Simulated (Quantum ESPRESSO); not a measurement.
## CsRe under changes of volume

One of the cells (33.191 Å³/atom); the others are scaled copies at fixed shape and fractional positions:

```xyz
2
Lattice="3.6894 0.0000 0.0000 -1.8447 3.1951 0.0000 0.0000 0.0000 5.6314" Properties=species:S:1:pos:R:3 pbc="T T T"
Cs    0.0000    0.0000    2.8157
Re    0.0000    0.0000    0.0000
```

The cell was built by a generator and needn't be a form met in nature.

- Program: Quantum ESPRESSO 7.5
- Functional: RPBE
- Potentials or basis: GBRV 1.5 PBEsol
- Cutoff: 612 eV
- Density cutoff: 4898 eV
- k mesh: 8 × 8 × 5
- Occupations: gaussian, width 0.136 eV
- Spin: no spin polarisation

| volume (Å³/atom) | energy over the lowest point (meV/atom) | pressure (GPa) |
| --- | --- | --- |
| 31.200 | 0.00 | -5.1 |
| 31.863 | 21.56 | -5.5 |
| 32.527 | 44.83 | -5.8 |
| 33.191 | ? | ? |
| 33.855 | 95.42 | -6.3 |
| 34.519 | 122.22 | -6.5 |
| 35.183 | 149.71 | -6.7 |

Task: What does the run at 33.191 Å³/atom give?

Result: Energy over the lowest point 69.54 meV/atom; pressure -6.1 GPa.

Worked out: A Birch-Murnaghan fit of order 3 (a polynomial in V^(-2/3)) to the other rows has no minimum within the range. It gives 69.56 meV/atom at 33.191 Å³/atom, against the run's 69.54, and -dE/dV = -6.1 GPa, against -6.1.

Energies are extrapolated to zero smearing.

Caveats: the potentials were made for another functional, which shifts forces and pressure.
